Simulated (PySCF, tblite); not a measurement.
# C₅H₈OSSi: geometry, infrared bands and NMR shifts

What infrared bands and NMR shifts should C₅H₈OSSi (`C=C(C)[Si@H]1OC=CS1`) show?

The runs use tblite 0.8.0 and PySCF 2.14.0, with density-fitted response routines of our own; the level of theory stands in each step. All values are computed, except where a source is named. Atoms are numbered from 0 throughout.

### Step 1. The starting structure

16 atoms, charge 0, multiplicity 1; geometry from: force field or distance geometry start.

Bonds of the start (Å): C0–C1 1.32, C1–C2 1.49, C1–Si3 1.82, Si3–O4 1.70, O4–C5 1.34, C5–C6 1.27, C6–S7 1.77, S7–Si3 2.19, C0–H8 1.08, C0–H9 1.12, C2–H10 1.13, C2–H11 1.11, C2–H12 1.13, Si3–H13 1.46, C5–H14 1.14, C6–H15 1.12.

### Step 2. Optimising the geometry with GFN2-xTB

What the job is given:

```
{"job": {"kind": "relax", "xc": "GFN2-xTB", "basis": "xTB"}, "charge": 0, "multiplicity": 1}
C     -1.728500     1.290700    -0.392700
C     -1.318700     0.059800    -0.127800
C     -2.235700    -0.992900     0.398700
Si     0.432100    -0.387200    -0.376500
O      1.512800     0.918000    -0.332300
C      2.665900     0.787300     0.339400
C      2.783400    -0.130200     1.207500
S      1.367300    -1.172800     1.443700
H     -1.014200     2.011600    -0.761600
H     -2.801300     1.556500    -0.233100
H     -3.309600    -0.705800     0.170800
H     -2.090800    -1.969800    -0.116200
H     -2.160400    -1.102300     1.518800
H      0.663100    -1.357300    -1.443200
H      3.525600     1.508100     0.134200
H      3.701400    -0.304800     1.826400
```

On the command line:

```console
$ OMP_NUM_THREADS=1 python probes_run.py task.json out
```

The driver reads the jobs from task.json and runs them one after another.

**Question.** This job is followed by: GFN2-xTB harmonic vibrations, gas phase; GIAO PBE0/pcSseg-1 NMR shielding, non-relativistic, gas phase. Predict these results of the whole session: strongest single infrared mode (GFN2-xTB); zero-point energy (GFN2-xTB); ¹³C shifts against TMS (PBE0/pcSseg-1); ¹H shifts against TMS (PBE0/pcSseg-1, means over atoms taken as alike); ²⁹Si shifts against TMS (PBE0/pcSseg-1); ¹⁷O shifts against H2O (PBE0/pcSseg-1); ³³S shifts against CS2 (PBE0/pcSseg-1).

The runs gave:

| quantity | value |
| --- | --- |
| strongest single infrared mode (GFN2-xTB) | 2277 cm⁻¹, 255 km/mol |
| zero-point energy (GFN2-xTB) | 72.6 kcal/mol |
| ¹³C shifts against TMS (PBE0/pcSseg-1) | 150.3, 147.3, 137.4, 108.3, 24.2 ppm |
| ¹H shifts against TMS (PBE0/pcSseg-1, means over atoms taken as alike) | 6.68, 6.29, 6.24, 5.80, 5.57, 2.02 ppm |
| ²⁹Si shifts against TMS (PBE0/pcSseg-1) | 11.0 ppm |
| ¹⁷O shifts against H2O (PBE0/pcSseg-1) | 124.2 ppm |
| ³³S shifts against CS2 (PBE0/pcSseg-1) | -107 ppm |

Relaxing lowered the energy by 0.623 eV in 133 steps; the close pair that moved most is C5–H14, from 1.141 to 1.078 Å. All 42 modes are real, so the xTB geometry is a minimum. The strongest single mode, at 2277 cm⁻¹, moves mainly H13. Unscaled tight-binding wavenumbers are off by several per cent, some by more. Its intensities can rank the bands wrongly. The most deshielded hydrogen is H14 (hydrogen on an alkene carbon bearing oxygen), at 6.68 ppm: attached to an sp2 carbon and in the plane of the double bond. At PBE0/pcSseg-1: The widest tensor belongs to S7: span 326 ppm, with a paramagnetic part of -449 ppm.
